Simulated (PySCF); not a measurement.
# BBrH5N: NMR shifts and electronic excitations at several levels of theory

Aim: compute the NMR shifts and electronic excitations of BBrH5N (`[NH3+][BH2-]Br`) at several levels, and see how far they spread and what each costs.

Programs: PySCF 2.14.0, with density-fitted response routines of our own. Each step states its level of theory. These are calculated values for one molecule in the gas phase, unless marked as measured. Atoms are numbered from 0 throughout.

### 1 Starting geometry

8 atoms, charge 0, multiplicity 1; geometry from: PBE0-D3(BJ)/def2-SVP.

Bonds of the start (Å): N0–B1 1.62, B1–Br2 2.02, N0–H3 1.02, N0–H4 1.02, N0–H5 1.02, B1–H6 1.21, B1–H7 1.21.

### 2 Shielding tensors: PBE0/6-31G*

The job: settings as JSON, then the geometry in Å.

```
{"job": {"kind": "nmr", "xc": "PBE0", "basis": "6-31G*", "pop": true}, "charge": 0, "multiplicity": 1}
N     -0.805682     0.151960     0.037829
B      0.721755    -0.352370    -0.120389
Br     1.809245     1.252916     0.457378
H     -0.991468     0.419585     1.007142
H     -1.471784    -0.573301    -0.236594
H     -0.965112     0.980312    -0.540063
H      0.867096    -1.285518     0.643676
H      0.891048    -0.602955    -1.296732
```

With the program's defaults for keys left out, this is: GIAO PBE0/6-31G* NMR shielding, non-relativistic, gas phase.

Run with:

```bash
> OMP_NUM_THREADS=1 python probes_run.py task.json out
```

This one command runs all jobs of the session in turn.

Output:

```text
coarse grid: 29992 points
cycle   1  E = -2656.0767726207  dE = -9.844e-01  |g| = 2.667e-01  |ddm| = 2.249e+00
cycle   2  E = -2656.0965759345  dE = -1.980e-02  |g| = 1.610e-01  |ddm| = 7.997e-01
cycle   3  E = -2656.1047787939  dE = -8.203e-03  |g| = 4.626e-02  |ddm| = 3.155e-01
cycle   4  E = -2656.1050355172  dE = -2.567e-04  |g| = 4.673e-03  |ddm| = 3.535e-02
cycle   5  E = -2656.1050399882  dE = -4.471e-06  |g| = 2.279e-03  |ddm| = 9.096e-03
final grid: 62136 points
cycle   6  E = -2656.1050249507  dE =  5.744e-07  |g| = 2.836e-03  |ddm| = 5.570e-03
cycle   7  E = -2656.1050237432  dE =  1.208e-06  |g| = 3.669e-03  |ddm| = 6.252e-03
cycle   8  E = -2656.1050268819  dE = -3.139e-06  |g| = 1.066e-04  |ddm| = 3.355e-03
cycle   9  E = -2656.1050268850  dE = -3.133e-09  |g| = 2.013e-05  |ddm| = 1.531e-04
cycle  10  E = -2656.1050268851  dE = -7.549e-11  |g| = 2.607e-06  |ddm| = 1.813e-05
converged SCF energy = -2656.1050268851

GIAO shielding tensors (ppm)
atom      isotropic    diamagn.    paramagn.     s11        s22        s33       span
  0 N      221.032     321.146    -100.113    206.377    214.054    242.667     36.290
  1 B      123.916     189.683     -65.767    112.780    123.394    135.574     22.794
  2 Br    2764.638    3121.840    -357.202   2450.247   2902.422   2941.245    490.997
  3 H       29.437      28.748       0.689     23.849     27.745     36.717     12.868
  4 H       29.427      28.660       0.767     23.181     24.814     40.287     17.106
  5 H       29.453      28.744       0.709     23.815     27.870     36.672     12.857
  6 H       28.591      29.096      -0.505     24.161     28.395     33.217      9.057
  7 H       28.595      29.097      -0.502     24.151     28.403     33.232      9.081
```

It took 3.4 s on 1 thread of Arm Neoverse V2, shared host; peak memory 0.37 GiB.

Shifts follow as δ = σ(reference) − σ, with reference shieldings (ppm) from runs at the same level and on the same kind of geometry: ¹H TMS 31.96, ¹⁵N NH3 259.4, ¹¹B BF3·OEt2 112.3, ⁷⁹Br HBr 2580. The references are single molecules in the gas phase, so shifts against H2O, NH3, PH3, H3PO4 or CFCl3 are not on the usual liquid scales and can be off by tens of ppm. Atoms listed in one row are averaged.

```csv
atoms,environment,σ (ppm),δ (ppm)
"H6, H7","hydrogen on a boron bonded to Br, N",28.59,3.37
"H3, H4, H5",hydrogen on a donor nitrogen of a Lewis adduct,29.44,2.52
N0,donor nitrogen of a Lewis adduct,221.0,38.4
B1,"boron bonded to Br, N, 2 H",123.9,-11.7
Br2,bromine bonded to B,2765,-184
```

The run also stored atomic charges by several schemes (e):

```csv
atoms,Mulliken,IAO,Hirshfeld,ESP fit
N0,-0.85,-0.43,-0.05,-0.58
B1,-0.02,-0.21,-0.02,0.02
Br2,-0.32,-0.24,-0.26,-0.32
```

Mayer bond orders: N0–B1 0.63, B1–Br2 0.93.

### 3 Nuclear shieldings: PBE0/def2-SVP

The job, as its differences from that of step 2:

```diff
@@ -1,2 +1,2 @@
-{"job": {"kind": "nmr", "xc": "PBE0", "basis": "6-31G*", "pop": true}, "charge": 0, "multiplicity": 1}
+{"job": {"kind": "nmr", "xc": "PBE0", "basis": "def2-SVP", "pop": true}, "charge": 0, "multiplicity": 1}
 N     -0.805682     0.151960     0.037829
```

Method: GIAO PBE0/def2-SVP NMR shielding, non-relativistic, gas phase.

Output:

```text
coarse grid: 29992 points
cycle   1  E = -2656.0209316890  dE = -1.012e+00  |g| = 2.575e-01  |ddm| = 2.496e+00
cycle   2  E = -2656.0401621025  dE = -1.923e-02  |g| = 1.471e-01  |ddm| = 7.171e-01
cycle   3  E = -2656.0467182978  dE = -6.556e-03  |g| = 4.049e-02  |ddm| = 2.771e-01
cycle   4  E = -2656.0469392607  dE = -2.210e-04  |g| = 4.491e-03  |ddm| = 3.236e-02
cycle   5  E = -2656.0469434426  dE = -4.182e-06  |g| = 2.572e-03  |ddm| = 8.939e-03
final grid: 62136 points
cycle   6  E = -2656.0469273466  dE =  6.085e-07  |g| = 3.014e-03  |ddm| = 7.140e-03
cycle   7  E = -2656.0469262444  dE =  1.102e-06  |g| = 3.629e-03  |ddm| = 7.981e-03
cycle   8  E = -2656.0469299782  dE = -3.734e-06  |g| = 1.621e-04  |ddm| = 4.328e-03
cycle   9  E = -2656.0469299839  dE = -5.653e-09  |g| = 2.470e-05  |ddm| = 1.344e-04
cycle  10  E = -2656.0469299840  dE = -1.514e-10  |g| = 2.483e-06  |ddm| = 2.297e-05
converged SCF energy = -2656.0469299840

GIAO shielding tensors (ppm)
atom      isotropic    diamagn.    paramagn.     s11        s22        s33       span
  0 N      220.130     303.705     -83.575    203.983    214.170    242.237     38.254
  1 B      122.790     191.252     -68.462    111.460    121.904    135.008     23.548
  2 Br    2769.703    3123.577    -353.873   2470.895   2885.220   2952.995    482.099
  3 H       28.513      28.471       0.042     22.781     26.506     36.252     13.471
  4 H       28.478      28.065       0.414     21.906     23.610     39.919     18.014
  5 H       28.528      28.469       0.059     22.743     26.636     36.206     13.463
  6 H       28.159      29.646      -1.488     23.832     27.680     32.964      9.131
  7 H       28.162      29.646      -1.483     23.818     27.690     32.979      9.161
```

Run time: 3.7 s. Hardware: 1 thread of Arm Neoverse V2, shared host; peak memory 0.42 GiB.

This run: δ N0 49.7, B1 -12.1, Br2 -159, H6 3.18, H3 2.84 ppm (means over like atoms).

### 4 Shielding tensors: PBE0/def2-TZVP

The job, as its differences from that of step 3:

```diff
@@ -1,2 +1,2 @@
-{"job": {"kind": "nmr", "xc": "PBE0", "basis": "def2-SVP", "pop": true}, "charge": 0, "multiplicity": 1}
+{"job": {"kind": "nmr", "xc": "PBE0", "basis": "def2-TZVP", "pop": true}, "charge": 0, "multiplicity": 1}
 N     -0.805682     0.151960     0.037829
```

With the program's defaults for keys left out, this is: GIAO PBE0/def2-TZVP NMR shielding, non-relativistic, gas phase.

Output:

```text
coarse grid: 29992 points
cycle   1  E = -2656.4218932977  dE = -9.906e-01  |g| = 3.446e-01  |ddm| = 1.873e+00
cycle   2  E = -2656.4418670953  dE = -1.997e-02  |g| = 1.928e-01  |ddm| = 6.338e-01
cycle   3  E = -2656.4507475487  dE = -8.880e-03  |g| = 5.172e-02  |ddm| = 2.496e-01
cycle   4  E = -2656.4514326211  dE = -6.851e-04  |g| = 1.180e-02  |ddm| = 4.604e-02
cycle   5  E = -2656.4514673937  dE = -3.477e-05  |g| = 5.103e-03  |ddm| = 1.318e-02
cycle   6  E = -2656.4514725229  dE = -5.129e-06  |g| = 7.569e-04  |ddm| = 4.465e-03
final grid: 62136 points
cycle   7  E = -2656.4514630906  dE =  3.811e-09  |g| = 8.996e-04  |ddm| = 1.400e-03
cycle   8  E = -2656.4514630029  dE =  8.763e-08  |g| = 1.130e-03  |ddm| = 1.043e-03
cycle   9  E = -2656.4514632434  dE = -2.405e-07  |g| = 6.419e-05  |ddm| = 5.518e-04
cycle  10  E = -2656.4514632442  dE = -7.653e-10  |g| = 7.404e-06  |ddm| = 4.676e-05
converged SCF energy = -2656.4514632442

GIAO shielding tensors (ppm)
atom      isotropic    diamagn.    paramagn.     s11        s22        s33       span
  0 N      211.706     311.991    -100.284    194.598    205.164    235.356     40.758
  1 B      114.130     187.913     -73.783    102.925    113.055    126.411     23.486
  2 Br    2717.009    3124.140    -407.132   2389.546   2867.102   2894.377    504.831
  3 H       28.630      28.408       0.222     23.038     26.915     35.936     12.898
  4 H       28.595      28.212       0.383     22.134     23.789     39.863     17.729
  5 H       28.644      28.405       0.239     23.000     27.048     35.884     12.884
  6 H       28.096      29.061      -0.964     23.798     27.636     32.855      9.057
  7 H       28.100      29.065      -0.965     23.786     27.644     32.869      9.083
```

Wall time 7 s (1 thread of Arm Neoverse V2, shared host); peak memory 0.64 GiB.

This run: δ N0 54.2, B1 -11.5, Br2 -111, H6 3.38, H3 2.86 ppm (means over like atoms).

### 5 Shielding tensors: PBE0/cc-pVDZ

The job, as its differences from that of step 4:

```diff
@@ -1,2 +1,2 @@
-{"job": {"kind": "nmr", "xc": "PBE0", "basis": "def2-TZVP", "pop": true}, "charge": 0, "multiplicity": 1}
+{"job": {"kind": "nmr", "xc": "PBE0", "basis": "cc-pVDZ", "pop": true}, "charge": 0, "multiplicity": 1}
 N     -0.805682     0.151960     0.037829
```

Method: GIAO PBE0/cc-pVDZ NMR shielding, non-relativistic, gas phase.

Output:

```text
coarse grid: 29992 points
cycle   1  E = -2656.3669205313  dE = -9.471e-01  |g| = 2.628e-01  |ddm| = 4.632e+00
cycle   2  E = -2656.3859253784  dE = -1.900e-02  |g| = 1.646e-01  |ddm| = 1.311e+00
cycle   3  E = -2656.3941230878  dE = -8.198e-03  |g| = 2.235e-02  |ddm| = 4.985e-01
cycle   4  E = -2656.3942447626  dE = -1.217e-04  |g| = 7.094e-03  |ddm| = 5.425e-02
cycle   5  E = -2656.3942589847  dE = -1.422e-05  |g| = 2.669e-03  |ddm| = 1.589e-02
cycle   6  E = -2656.3942609874  dE = -2.003e-06  |g| = 5.570e-04  |ddm| = 6.174e-03
final grid: 62136 points
cycle   7  E = -2656.3942407318  dE =  9.030e-09  |g| = 6.698e-04  |ddm| = 2.319e-03
cycle   8  E = -2656.3942406737  dE =  5.809e-08  |g| = 8.491e-04  |ddm| = 2.410e-03
cycle   9  E = -2656.3942408345  dE = -1.608e-07  |g| = 4.430e-05  |ddm| = 1.300e-03
cycle  10  E = -2656.3942408350  dE = -5.166e-10  |g| = 2.656e-06  |ddm| = 8.877e-05
converged SCF energy = -2656.3942408350

GIAO shielding tensors (ppm)
atom      isotropic    diamagn.    paramagn.     s11        s22        s33       span
  0 N      222.252     301.018     -78.766    205.476    216.495    244.786     39.310
  1 B      123.783     192.754     -68.971    112.263    122.894    136.191     23.928
  2 Br    2756.370    3121.796    -365.426   2451.639   2890.333   2927.138    475.499
  3 H       28.501      28.144       0.357     22.984     26.607     35.913     12.929
  4 H       28.409      27.787       0.621     21.923     23.682     39.620     17.697
  5 H       28.518      28.140       0.378     22.948     26.740     35.866     12.917
  6 H       28.032      29.761      -1.730     23.722     27.521     32.852      9.130
  7 H       28.035      29.760      -1.725     23.708     27.531     32.867      9.160
```

Wall time 3.9 s (1 thread of Arm Neoverse V2, shared host); peak memory 0.43 GiB.

This run: δ N0 50.9, B1 -10.0, Br2 -130, H6 3.26, H3 2.81 ppm (means over like atoms).

### 6 NMR shieldings: PBE0/cc-pVTZ

The job, as its differences from that of step 5:

```diff
@@ -1,2 +1,2 @@
-{"job": {"kind": "nmr", "xc": "PBE0", "basis": "cc-pVDZ", "pop": true}, "charge": 0, "multiplicity": 1}
+{"job": {"kind": "nmr", "xc": "PBE0", "basis": "cc-pVTZ", "pop": true}, "charge": 0, "multiplicity": 1}
 N     -0.805682     0.151960     0.037829
```

Method: GIAO PBE0/cc-pVTZ NMR shielding, non-relativistic, gas phase.

Output:

```text
coarse grid: 29992 points
cycle   1  E = -2656.4692801094  dE = -9.788e-01  |g| = 2.953e-01  |ddm| = 5.202e+00
cycle   2  E = -2656.4883212558  dE = -1.904e-02  |g| = 1.709e-01  |ddm| = 1.171e+00
cycle   3  E = -2656.4970206374  dE = -8.699e-03  |g| = 5.280e-02  |ddm| = 4.441e-01
cycle   4  E = -2656.4976639116  dE = -6.433e-04  |g| = 1.091e-02  |ddm| = 8.667e-02
cycle   5  E = -2656.4976930156  dE = -2.910e-05  |g| = 5.231e-03  |ddm| = 2.067e-02
cycle   6  E = -2656.4976986055  dE = -5.590e-06  |g| = 7.311e-04  |ddm| = 6.862e-03
final grid: 62136 points
cycle   7  E = -2656.4976679935  dE = -7.494e-10  |g| = 8.650e-04  |ddm| = 3.029e-03
cycle   8  E = -2656.4976679118  dE =  8.174e-08  |g| = 1.090e-03  |ddm| = 2.396e-03
cycle   9  E = -2656.4976681411  dE = -2.294e-07  |g| = 6.046e-05  |ddm| = 1.373e-03
cycle  10  E = -2656.4976681419  dE = -7.876e-10  |g| = 8.315e-06  |ddm| = 7.654e-05
converged SCF energy = -2656.4976681419

GIAO shielding tensors (ppm)
atom      isotropic    diamagn.    paramagn.     s11        s22        s33       span
  0 N      211.167     295.418     -84.250    194.190    204.507    234.805     40.615
  1 B      114.833     191.257     -76.424    103.801    113.943    126.756     22.956
  2 Br    2715.979    3122.632    -406.653   2394.093   2856.745   2897.098    503.004
  3 H       28.246      28.020       0.226     22.511     26.380     35.847     13.336
  4 H       28.177      27.947       0.230     21.528     23.232     39.770     18.242
  5 H       28.261      28.018       0.243     22.474     26.513     35.796     13.322
  6 H       28.040      28.818      -0.778     23.745     27.572     32.804      9.059
  7 H       28.043      28.818      -0.775     23.733     27.580     32.817      9.084
```

Wall time 9.8 s (1 thread of Arm Neoverse V2, shared host); peak memory 0.89 GiB.

This run: δ N0 55.6, B1 -12.1, Br2 -98, H6 3.25, H3 3.06 ppm (means over like atoms).

### 7 Nuclear shieldings: PBE0/aug-cc-pVDZ

The job, as its differences from that of step 6:

```diff
@@ -1,2 +1,2 @@
-{"job": {"kind": "nmr", "xc": "PBE0", "basis": "cc-pVTZ", "pop": true}, "charge": 0, "multiplicity": 1}
+{"job": {"kind": "nmr", "xc": "PBE0", "basis": "aug-cc-pVDZ", "pop": true}, "charge": 0, "multiplicity": 1}
 N     -0.805682     0.151960     0.037829
```

Method: GIAO PBE0/aug-cc-pVDZ NMR shielding, non-relativistic, gas phase.

Output:

```text
coarse grid: 29992 points
cycle   1  E = -2656.3775000716  dE = -9.550e-01  |g| = 2.618e-01  |ddm| = 6.513e+00
cycle   2  E = -2656.3945465013  dE = -1.705e-02  |g| = 1.851e-01  |ddm| = 1.537e+00
cycle   3  E = -2656.4055660428  dE = -1.102e-02  |g| = 2.869e-02  |ddm| = 5.795e-01
cycle   4  E = -2656.4057697551  dE = -2.037e-04  |g| = 8.241e-03  |ddm| = 1.029e-01
cycle   5  E = -2656.4057887800  dE = -1.902e-05  |g| = 3.345e-03  |ddm| = 2.124e-02
cycle   6  E = -2656.4057918168  dE = -3.037e-06  |g| = 6.650e-04  |ddm| = 8.801e-03
final grid: 62136 points
cycle   7  E = -2656.4057686453  dE =  1.855e-09  |g| = 8.064e-04  |ddm| = 5.749e-03
cycle   8  E = -2656.4057685567  dE =  8.857e-08  |g| = 1.033e-03  |ddm| = 3.164e-03
cycle   9  E = -2656.4057687957  dE = -2.390e-07  |g| = 5.706e-05  |ddm| = 1.672e-03
cycle  10  E = -2656.4057687965  dE = -8.959e-10  |g| = 5.032e-06  |ddm| = 1.225e-04
converged SCF energy = -2656.4057687965

GIAO shielding tensors (ppm)
atom      isotropic    diamagn.    paramagn.     s11        s22        s33       span
  0 N      222.401     279.482     -57.081    204.308    217.503    245.393     41.085
  1 B      120.955     221.778    -100.823    109.819    120.691    132.354     22.535
  2 Br    2716.356    3126.150    -409.794   2380.545   2850.155   2918.367    537.821
  3 H       28.366      29.922      -1.555     22.783     26.568     35.747     12.964
  4 H       28.294      31.176      -2.882     21.892     23.372     39.618     17.726
  5 H       28.382      29.951      -1.569     22.748     26.703     35.694     12.946
  6 H       27.939      26.562       1.376     23.636     27.464     32.716      9.081
  7 H       27.942      26.550       1.393     23.624     27.473     32.729      9.105
```

Run time: 6.3 s. Hardware: 1 thread of Arm Neoverse V2, shared host; peak memory 0.59 GiB.

In short: δ N0 47.4, B1 -10.8, Br2 -73, H6 3.45, H3 3.05 ppm (means over like atoms).

### 8 Shielding tensors: PBE0/pcSseg-0

The job, as its differences from that of step 7:

```diff
@@ -1,2 +1,2 @@
-{"job": {"kind": "nmr", "xc": "PBE0", "basis": "aug-cc-pVDZ", "pop": true}, "charge": 0, "multiplicity": 1}
+{"job": {"kind": "nmr", "xc": "PBE0", "basis": "pcSseg-0", "pop": true}, "charge": 0, "multiplicity": 1}
 N     -0.805682     0.151960     0.037829
```

With the program's defaults for keys left out, this is: GIAO PBE0/pcSseg-0 NMR shielding, non-relativistic, gas phase.

Output:

```text
coarse grid: 29992 points
cycle   1  E = -2653.3311752114  dE = -1.668e+00  |g| = 2.608e-01  |ddm| = 2.397e+00
cycle   2  E = -2653.3484365559  dE = -1.726e-02  |g| = 1.348e-01  |ddm| = 7.930e-01
cycle   3  E = -2653.3529896150  dE = -4.553e-03  |g| = 6.146e-02  |ddm| = 3.171e-01
cycle   4  E = -2653.3537005289  dE = -7.109e-04  |g| = 1.465e-02  |ddm| = 6.407e-02
cycle   5  E = -2653.3537459960  dE = -4.547e-05  |g| = 1.065e-03  |ddm| = 1.641e-02
cycle   6  E = -2653.3537462567  dE = -2.607e-07  |g| = 4.577e-04  |ddm| = 2.529e-03
final grid: 62136 points
cycle   7  E = -2653.3537394566  dE = -8.404e-09  |g| = 4.555e-04  |ddm| = 1.491e-03
cycle   8  E = -2653.3537394557  dE =  8.777e-10  |g| = 4.613e-04  |ddm| = 1.431e-03
cycle   9  E = -2653.3537395244  dE = -6.865e-08  |g| = 3.942e-06  |ddm| = 7.109e-04
cycle  10  E = -2653.3537395244  dE =  5.457e-12  |g| = 2.467e-06  |ddm| = 6.611e-06
converged SCF energy = -2653.3537395244

GIAO shielding tensors (ppm)
atom      isotropic    diamagn.    paramagn.     s11        s22        s33       span
  0 N      217.289     319.672    -102.383    201.281    209.734    240.852     39.572
  1 B      116.800     189.755     -72.955    103.298    116.916    130.186     26.888
  2 Br    2827.588    3118.549    -290.961   2482.123   2834.393   3166.246    684.123
  3 H       30.540      29.576       0.964     25.133     28.361     38.127     12.993
  4 H       30.375      29.453       0.922     24.091     25.666     41.369     17.278
  5 H       30.562      29.580       0.981     25.110     28.484     38.091     12.981
  6 H       28.650      28.916      -0.266     23.613     29.032     33.304      9.690
  7 H       28.652      28.923      -0.271     23.597     29.041     33.317      9.720
```

Run time: 2.3 s. Hardware: 1 thread of Arm Neoverse V2, shared host; peak memory 0.4 GiB.

In short: δ N0 48.7, B1 -11.9, Br2 -269, H6 4.18, H3 2.34 ppm (means over like atoms).

### 9 Excited states and response: HF/def2-SVPD

The job, as its differences from that of step 8:

```diff
@@ -1,2 +1,2 @@
-{"job": {"kind": "nmr", "xc": "PBE0", "basis": "pcSseg-0", "pop": true}, "charge": 0, "multiplicity": 1}
+{"job": {"kind": "uv", "xc": "HF", "basis": "def2-SVPD", "ip": true}, "charge": 0, "multiplicity": 1}
 N     -0.805682     0.151960     0.037829
```

With the program's defaults for keys left out, this is: TDDFT HF/def2-SVPD, vertical, gas phase, core orbitals frozen in the response.

Output:

```text
final grid: 62136 points
cycle   1  E = -2654.0909562980  dE = -8.933e-01  |g| = 3.756e-01  |ddm| = 3.146e+00
cycle   2  E = -2654.1395222121  dE = -4.857e-02  |g| = 1.672e-01  |ddm| = 1.017e+00
cycle   3  E = -2654.1457474076  dE = -6.225e-03  |g| = 4.725e-02  |ddm| = 2.400e-01
cycle   4  E = -2654.1464539522  dE = -7.065e-04  |g| = 7.974e-03  |ddm| = 1.242e-01
cycle   5  E = -2654.1464949056  dE = -4.095e-05  |g| = 2.110e-03  |ddm| = 3.167e-02
cycle   6  E = -2654.1464986710  dE = -3.765e-06  |g| = 6.546e-04  |ddm| = 8.932e-03
cycle   7  E = -2654.1464989403  dE = -2.693e-07  |g| = 2.610e-04  |ddm| = 1.750e-03
cycle   8  E = -2654.1464989870  dE = -4.668e-08  |g| = 4.562e-05  |ddm| = 9.072e-04
cycle   9  E = -2654.1464989886  dE = -1.642e-09  |g| = 1.116e-05  |ddm| = 1.830e-04
cycle  10  E = -2654.1464989887  dE = -9.504e-11  |g| = 2.947e-06  |ddm| = 3.458e-05
converged SCF energy = -2654.1464989887

Static polarisability (au): isotropic 48.281, principal 43.355 45.228 56.259

Singlet excitations
state   eV       nm        f      main configurations
  1   7.2460    171.1   0.01239   H->L 0.83
  2   7.7288    160.4   0.10627   H-1->L 0.77
  3   7.8244    158.5   0.04723   H->L+1 0.45, H->L+2 0.27, H->L+9 0.09
  4   8.2064    151.1   0.04805   H-1->L+1 0.48, H-1->L+2 0.22
  5   8.5152    145.6   0.00487   H->L+2 0.49, H->L+1 0.27, H->L+5 0.10
  6   8.5215    145.5   0.04862   H->L+3 0.88
  7   8.8121    140.7   0.05302   H->L+4 0.49, H->L+14 0.10, H-3->L 0.09
  8   8.8494    140.1   0.00559   H-1->L+3 0.87
  9   8.9419    138.7   0.05351   H-1->L+2 0.37, H-1->L+1 0.25, H-2->L 0.15
 10   9.1558    135.4   0.00286   H-2->L 0.68

Triplet excitations (Tamm-Dancoff, eV): 6.9875 7.2858 7.3987 7.7417
Vertical ionisation energy (delta-SCF) = 8.6282 eV
```

Wall time 4.2 s (1 thread of Arm Neoverse V2, shared host); peak memory 0.45 GiB.

The orbitals next to the gap, with their largest atomic shares:

```csv
orbital,eV,atoms
HOMO−3,-12.97,"B1 38 %, H6 19 %, H7 19 %"
HOMO−2,-11.84,"Br2 62 %, B1 22 %, N0 5 %"
HOMO−1,-10.25,"Br2 85 %, B1 8 %"
HOMO,-9.85,"Br2 77 %, B1 13 %, H7 4 %"
LUMO,1.53,"B1 40 %, H4 16 %, H3 11 %"
LUMO+1,2.82,"Br2 66 %, B1 19 %"
LUMO+2,2.92,"Br2 61 %, B1 13 %, H4 6 %"
```

With each of the 10 states as a Gaussian band of 0.4 eV half-width at 1/e, the curve within the window shown has maxima at 159 nm (ε 6,900), 142 nm (ε 6,000) L/(mol cm). Beyond the last state computed it falls off for lack of states. The curve at chosen wavelengths:

(nm, ε (L/mol/cm)): (131, 675), (133, 1560), (135, 2863), (138, 4903), (140, 5731), (142, 5956), (144, 5746), (146, 5385), (149, 5080), (151, 5230), (153, 5680), (155, 6285), (157, 6787), (160, 6800), (162, 6181), (164, 5191), (166, 4056), (168, 2985), (171, 1742), (173, 1182), (175, 793), (177, 527), (179, 345), (182, 176), (184, 107), (186, 63)

Further results of this job:

```csv
property,computed
dipole moment (D),6.54
polarisability (Å³),7.15
HOMO–LUMO gap (eV),11.38
−ε(HOMO) (eV),9.85
```

(Part 1 of 2 ends here.)
